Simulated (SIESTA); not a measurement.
## CsLiCr2Te2S3 in SIESTA: the effect of functional

The system is CsLiCr2Te2S3.

```xyz
9
Lattice="3.3193 1.9164 6.8798 -3.3193 1.9164 6.8798 0.0000 -3.8328 6.8798" Properties=species:S:1:pos:R:3 pbc="T T T"
Cs    0.0000    0.0000    0.0000
Li    0.0000    0.0000   10.3197
Cr    0.0000    0.0000   16.4802
Cr    0.0000    0.0000    4.1593
Te    0.0000    0.0000   14.0328
Te    0.0000    0.0000    6.6067
S    -2.4147    0.0000   10.3197
S     1.2074   -2.0912   10.3197
S     1.2074    2.0912   10.3197
```

The cell was built by a generator and needn't be a form met in nature.

Alike in all runs:

```yaml
Program: SIESTA 5.4.2
Task: band structure
Basis: DZP (energy shift 0.003 Ry; two zetas on semicore shells; d shell added on Cs)
Grid_cutoff: 800 Ry
Energy_shift: 0.003 Ry
k_mesh: 5 × 5 × 5
Occupations: fermi-dirac, width 0.05 eV
Spin: collinear spin, ferromagnetic start
Starting_moments: "[0.0, 0.0, 3.0, 3.0, 0.0, 0.0, 0.0, 0.0, 0.0] μB"
```

```csv
functional,potentials or basis,pressure (GPa),largest force (eV/Å)
LDA,PseudoDojo 0.4 standard (LDA files),-3.5,0.41
PBEsol,PseudoDojo 0.4 standard (PBEsol files),-1.7,0.25
RPBE,PseudoDojo 0.4 standard (PBE files),2.1,0.53
BLYP,PseudoDojo 0.4 standard (PBE files),?,?
AM05,PseudoDojo 0.4 standard (PBEsol files),-1.3,0.32
```

Q: What does the run with functional BLYP give?

A: Pressure 2.5 GPa; largest force 0.38 eV/Å.

Caveats: the basis of atomic orbitals isn't converged, which shifts pressures, moduli and gaps; only a ferromagnetic start was run, and an antiferromagnetic order may lie lower in energy; the potentials were made for another functional, which shifts forces and pressure (some runs).

Runs at the PBE level aren't shown here.
